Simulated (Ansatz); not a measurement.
# NbTe (Pm-3m) in Ansatz: notebook

The runs below take NbTe through single point, equation of state, with PBE.

Everything below comes from runs of Ansatz 0.2.0. Logs are shortened: lines on timing, memory, paths and dates and some standing lists are left out, and cuts for length are marked.

## 1. The structure

Symmetry: Pm-3m, No. 221, cubic system. Conventional cell: a = 3.426 Å, b = 3.426 Å, c = 3.426 Å, α = 90.00°, β = 90.00°, γ = 90.00°. Nb (site symmetry m-3m) is surrounded by 8 Te at 2.97 Å. Around Te (site symmetry m-3m) lie 8 Nb at 2.97 Å.

The cell was built by a generator and needn't be a form met in nature.

## 2. Single point, PBE, 18.89 Å³/atom (volume scaled by 0.94)

The input, input.yaml:

```yaml
crystal:
  lattice:
    - [3.3557681326, 0.0, 0.0]
    - [0.0, 3.3557681326, 0.0]
    - [0.0, 0.0, 3.3557681326]
  atoms:
    - { symbol: Nb, position: [0.5, 0.5, 0.5] }
    - { symbol: Te, position: [0.0, 0.0, 0.0] }
hamiltonian:
  xc: pbe
  pseudopotentials: { kind: nc }
kpoints:
  mp_grid: { grid: [8, 8, 8] }
scf:
  occupations: { method: fermi_dirac, width: 0.05 }
output:
  forces: true
  stress: true
  eigenvalues: true
```

Potentials or basis: Ansatz NC.

On the command line:

```
$ ansatz run input.yaml --threads 2 --pin off --max-ram 5632MiB --backend cpu --events-out ev --progress --plain --runs-dir out
```

Log:

```text
Warning: RAYON_NUM_THREADS=2 ignored (pool sized by the plan → 2); use --threads N
Engine: ansatz 0.2.0, aarch64-unknown-linux-gnu
Pseudopotentials: kind: nc
Pseudopotential: Nb, nc, valence charge 13, recommended cutoff 1115.666836 eV (normal), Nb.nc.azcp
Pseudopotential: Te, nc, valence charge 16, recommended cutoff 1120 eV (normal), Te.nc.azcp
Functional definition: PBE
  parameter kappa = 0.804
  parameter beta = 0.06672455060314922
  exchange = pbe_x(kappa = kappa, mu = beta*pi^2/3)
  correlation = pbe_c(beta = beta)
Crystal: 2 atoms, lattice volume = 37.790 Å³
Basis set: ecut = 1120 eV, 3191 PW (Γ), exchange–correlation on 80×80×80 points (8 copies of the dense FFT grid, shifted against one another)
Bands: 19, of which v1, the nominal top of the filled ones, is band 15 counted from 1 (14 counted from 0)
Symmetry: 48 space group operations
Space group: Pm-3m (ITA 221), of the structure as read, at distance tolerance 3.4e-5 Å
k-points: 35 of 512
Non-local potential: Nb, projectors of the file, l = 0: 2, l = 1: 2, l = 2: 2, l = 3: 1
Non-local potential: Te, projectors of the file, l = 0: 3, l = 1: 3, l = 2: 2, l = 3: 2
Initial density: superposition of atomic densities (chi_scale 0.1, normalization cell, long waves kept (reshape's long-wave potential 0.00 eV rms))
Initial wavefunctions: pseudopotential atomic-orbital guess
Functional: x = pbe(κ = 0.804, μ = 0.2195149727645171), c = pbe(β = 0.06672455060314922)
SCF iter   1: F=—  HF=-4770.021411 eV  |F-HF|=—  |Δ(HF+E_count)|=         —  Δρ=3.99e-2  dr2=7.18e-1  ethr=3.10e-3  ⟨swp⟩=10.1  Hψ=4799  notcnv=0
preconditioner: auto → none  [metal: Δε(μ)=0.084 eV  Ē_g=8.038 eV  σ=0.050 eV  W_gap=0.40  n_scr=6 (ndim 8)  ℏωp=20.0 eV  f_vac=0.000  D(μ)=2.23/eV (n_scr^D=26)  sad-step TF]
SCF iter   2: F=—  HF=-4769.846492 eV  |F-HF|=—  |Δ(HF+E_count)|=   1.75e-1  Δρ=2.50e-2  dr2=2.77e-1  ethr=2.48e-3  ⟨swp⟩=3.3  Hψ=1372  notcnv=0  defer=2
SCF iter   3: F=—  HF=-4769.745973 eV  |F-HF|=—  |Δ(HF+E_count)|=   1.01e-1  Δρ=2.78e-3  dr2=4.57e-3  ethr=9.56e-4  ⟨swp⟩=4.4  Hψ=1796  notcnv=0  defer=2
SCF iter   4: F=—  HF=-4769.745796 eV  |F-HF|=—  |Δ(HF+E_count)|=   1.76e-4  Δρ=2.81e-3  dr2=5.65e-3  ethr=1.58e-5  ⟨swp⟩=4.0  Hψ=1795  notcnv=0  defer=2
SCF iter   5: F=—  HF=-4769.744335 eV  |F-HF|=—  |Δ(HF+E_count)|=   1.46e-3  Δρ=1.83e-4  dr2=1.15e-5  ethr=1.58e-5  ⟨swp⟩=3.4  Hψ=1267  notcnv=0  defer=2
SCF iter   6: F=—  HF=-4769.744319 eV  |F-HF|=—  |Δ(HF+E_count)|=   1.69e-5  Δρ=4.77e-5  dr2=5.49e-7  ethr=3.96e-8  ⟨swp⟩=4.1  Hψ=1660  notcnv=0  defer=2
SCF iter   7: F=-4769.744318 eV  HF=-4769.744318 eV  |F-HF|=1.70e-8  |Δ(HF+E_count)|=   1.68e-7  Δρ=9.15e-6  dr2=2.00e-8  ethr=3.45e-10  ⟨swp⟩=13.9  Hψ=4379  notcnv=0
SCF 1 converged in 7 iterations: F = -4769.744318 eV  dr2 = 2.00e-8
SCF converged after 7 iterations
Free energy (F): -4769.744318 eV
Harris-Foulkes:  -4769.744318 eV  (|F-HF|=1.70e-8)
Internal energy: -4769.727035 eV  (E = F + TS)
E sigma→0 (E₀):  -4769.735677 eV
Entropy (-TS):   -0.017283 eV (-8.641 meV/atom)
Fermi energy:    18.867710 eV
--- Per-component energies (eV) ---
  E_band       = -185.664939
  E_kinetic    = 2251.790994
  E_local      = -2532.867216  (includes V_loc(G=0)·N_el)
  E_nonlocal   = -743.667543
  E_hartree    = 767.759043
  E_xc         = -1209.827576
  E_vxc        = -696.435198  (∫ρ·V_xc dr)
  E_ewald      = -3302.914737
  E_smearing   = -0.017283  (= −TS)
  E_closure    = -0.000000  (closes the sum)
  Σ components = -4769.744318   (vs F -4769.744318, Δ=0.00e0)
--- Forces (eV/Å), atoms counted from 1 ---
  atom   1  Nb     0.00000000     0.00000000     0.00000000
  atom   2  Te    -0.00000000    -0.00000000     0.00000000
  max |Σ_I F_I| component: 6.18e-30 eV/Å
--- Stress (GPa, compression-positive) ---
        9.486468       0.000000       0.000000
        0.000000       9.486468       0.000000
        0.000000       0.000000       9.486468
  P = ⅓ Tr σ = 9.4865 GPa (94.865 kbar)
--- Band table (eV; the first three rows and the last of 35) ---
  k-point 0: bands = ["-36.2817", "-18.9888", "-18.9888", "-18.9555", "-18.9555", "-18.9555", "-12.3130", "-12.3130", "-12.3130", "4.0349", "15.9274", "15.9274", "17.6914", "17.6914", "17.6914", "20.0026", "20.0026", "20.0026", "23.1344"]
  k-point 1: bands = ["-36.2792", "-18.9886", "-18.9835", "-18.9576", "-18.9576", "-18.9554", "-12.3514", "-12.3078", "-12.3078", "4.2401", "15.0274", "16.0263", "17.2664", "17.2664", "17.9141", "20.0242", "20.5772", "20.5772", "23.9851"]
  k-point 2: bands = ["-36.2732", "-18.9881", "-18.9707", "-18.9627", "-18.9627", "-18.9550", "-12.4429", "-12.2954", "-12.2954", "4.8105", "13.1396", "16.2884", "16.5746", "16.5746", "18.8922", "20.0774", "21.7636", "21.7636", "24.9403"]
  k-point 34: bands = ["-36.2327", "-18.9843", "-18.9843", "-18.9843", "-18.9313", "-18.9313", "-12.4673", "-12.4673", "-12.4673", "8.5676", "12.0118", "12.0118", "12.0118", "21.0264", "21.0264", "21.0264", "21.7155", "21.7155", "24.1449"]
```

Run time: 3.7 s. Hardware: 2 threads of Arm Neoverse V1, shared host; peak memory 0.35 GiB.

Results:

* Free energy: -4769.7443 eV
* Pressure: 9.5 GPa
* Band gap on the k mesh: none (metal or under the smearing width)

## 3. Single point, PBE, 19.30 Å³/atom (volume scaled by 0.96)

input.yaml, as its differences from that of step 2:

```diff
@@ -2,5 +2,5 @@
   lattice:
-    - [3.3557681326, 0.0, 0.0]
-    - [0.0, 3.3557681326, 0.0]
-    - [0.0, 0.0, 3.3557681326]
+    - [3.3794010812, 0.0, 0.0]
+    - [0.0, 3.3794010812, 0.0]
+    - [0.0, 0.0, 3.3794010812]
   atoms:
```

Potentials or basis: Ansatz NC.

On the command line:

```
$ ansatz run input.yaml --threads 2 --pin off --max-ram 5632MiB --backend cpu --events-out ev --progress --plain --runs-dir out
```

Run time: 3.8 s. Hardware: 2 threads of Arm Neoverse V1, shared host; peak memory 0.35 GiB.

It converged, with:

```yaml
Free_energy: -4769.7830 eV
Pressure: 6.0 GPa
Band_gap_on_the_k_mesh: none (metal or under the smearing width)
```

## 4. Single point, PBE, 19.70 Å³/atom (volume scaled by 0.98)

input.yaml, as its differences from that of step 3:

```diff
@@ -2,5 +2,5 @@
   lattice:
-    - [3.3794010812, 0.0, 0.0]
-    - [0.0, 3.3794010812, 0.0]
-    - [0.0, 0.0, 3.3794010812]
+    - [3.4027080321, 0.0, 0.0]
+    - [0.0, 3.4027080321, 0.0]
+    - [0.0, 0.0, 3.4027080321]
   atoms:
@@ -19 +19,5 @@
   eigenvalues: true
+  write_density: true
+  write_potential: true
+  elf: true
+  volumetric_format: npy
```

On the command line:

```
$ ansatz run input.yaml --threads 2 --pin off --max-ram 5632MiB --backend cpu --events-out ev --progress --plain --runs-dir out
```

It took 5.2 s on 2 threads of Arm Neoverse V1, shared host; peak memory 0.36 GiB.

Results (log left out):

- Free energy: -4769.8050 eV
- Pressure: 2.9 GPa
- Band gap on the k mesh: none (metal or under the smearing width)

## 5. Single point, PBE, 20.10 Å³/atom

input.yaml, as its differences from that of step 4:

```diff
@@ -2,5 +2,5 @@
   lattice:
-    - [3.4027080321, 0.0, 0.0]
-    - [0.0, 3.4027080321, 0.0]
-    - [0.0, 0.0, 3.4027080321]
+    - [3.4257, 0.0, 0.0]
+    - [0.0, 3.4257, 0.0]
+    - [0.0, 0.0, 3.4257]
   atoms:
```

On the command line:

```
$ ansatz run input.yaml --threads 2 --pin off --max-ram 5632MiB --backend cpu --events-out ev --progress --plain --runs-dir out
```

It took 5.4 s on 2 threads of Arm Neoverse V1, shared host; peak memory 0.36 GiB.

Results (log left out):

| Item | Value |
| --- | --- |
| Free energy | -4769.8122 eV |
| Pressure | 0.1 GPa |
| Band gap on the k mesh | none (metal or under the smearing width) |

## 6. Single point, PBE, 20.50 Å³/atom (volume scaled by 1.02)

input.yaml, as its differences from that of step 5:

```diff
@@ -2,5 +2,5 @@
   lattice:
-    - [3.4257, 0.0, 0.0]
-    - [0.0, 3.4257, 0.0]
-    - [0.0, 0.0, 3.4257]
+    - [3.4483874161, 0.0, 0.0]
+    - [0.0, 3.4483874161, 0.0]
+    - [0.0, 0.0, 3.4483874161]
   atoms:
@@ -19,5 +19 @@
   eigenvalues: true
-  write_density: true
-  write_potential: true
-  elf: true
-  volumetric_format: npy
```

Potentials or basis: Ansatz NC.

On the command line:

```
$ ansatz run input.yaml --threads 2 --pin off --max-ram 5632MiB --backend cpu --events-out ev --progress --plain --runs-dir out
```

Run time: 3.9 s. Hardware: 2 threads of Arm Neoverse V1, shared host; peak memory 0.35 GiB.

The run converged. Its results:

```yaml
Free_energy: -4769.8062 eV
Pressure: -2.4 GPa
Band_gap_on_the_k_mesh: none (metal or under the smearing width)
```

## 7. Single point, PBE, 20.91 Å³/atom (volume scaled by 1.04)

input.yaml, as its differences from that of step 6:

```diff
@@ -2,5 +2,5 @@
   lattice:
-    - [3.4483874161, 0.0, 0.0]
-    - [0.0, 3.4483874161, 0.0]
-    - [0.0, 0.0, 3.4483874161]
+    - [3.4707801697, 0.0, 0.0]
+    - [0.0, 3.4707801697, 0.0]
+    - [0.0, 0.0, 3.4707801697]
   atoms:
```

On the command line:

```
$ ansatz run input.yaml --threads 2 --pin off --max-ram 5632MiB --backend cpu --events-out ev --progress --plain --runs-dir out
```

Wall time 3.9 s (2 threads of Arm Neoverse V1, shared host); peak memory 0.36 GiB.

Results (log left out):

| Property | Result |
| --- | --- |
| Free energy | -4769.7883 eV |
| Pressure | -4.7 GPa |
| Band gap on the k mesh | none (metal or under the smearing width) |

## 8. Single point, PBE, 21.31 Å³/atom (volume scaled by 1.06)

input.yaml, as its differences from that of step 7:

```diff
@@ -2,5 +2,5 @@
   lattice:
-    - [3.4707801697, 0.0, 0.0]
-    - [0.0, 3.4707801697, 0.0]
-    - [0.0, 0.0, 3.4707801697]
+    - [3.4928876458, 0.0, 0.0]
+    - [0.0, 3.4928876458, 0.0]
+    - [0.0, 0.0, 3.4928876458]
   atoms:
```

On the command line:

```
$ ansatz run input.yaml --threads 2 --pin off --max-ram 5632MiB --backend cpu --events-out ev --progress --plain --runs-dir out
```

It took 3.9 s on 2 threads of Arm Neoverse V1, shared host; peak memory 0.36 GiB.

The run converged. Its results:

```
Free energy            : -4769.7599 eV
Pressure               : -6.6 GPa
Band gap on the k mesh : none (metal or under the smearing width)
```

## 9. Equation of state, PBE

Potentials or basis: Ansatz NC.

This step only gathers the single runs of the series.

Results:

| Item | Value |
| --- | --- |
| Equilibrium volume | 20.11 Å³/atom |
| Bulk modulus | 131 GPa |
| Pressure derivative of the bulk modulus | 4.7 |

Energy against volume, from the lowest point:
```
volume (Å³/atom)  energy (meV/atom)
          18.895              33.95
          19.297              14.62
          19.699               3.60
          20.101               0.00
          20.503               3.02
          20.905              11.96
          21.307              26.16
```
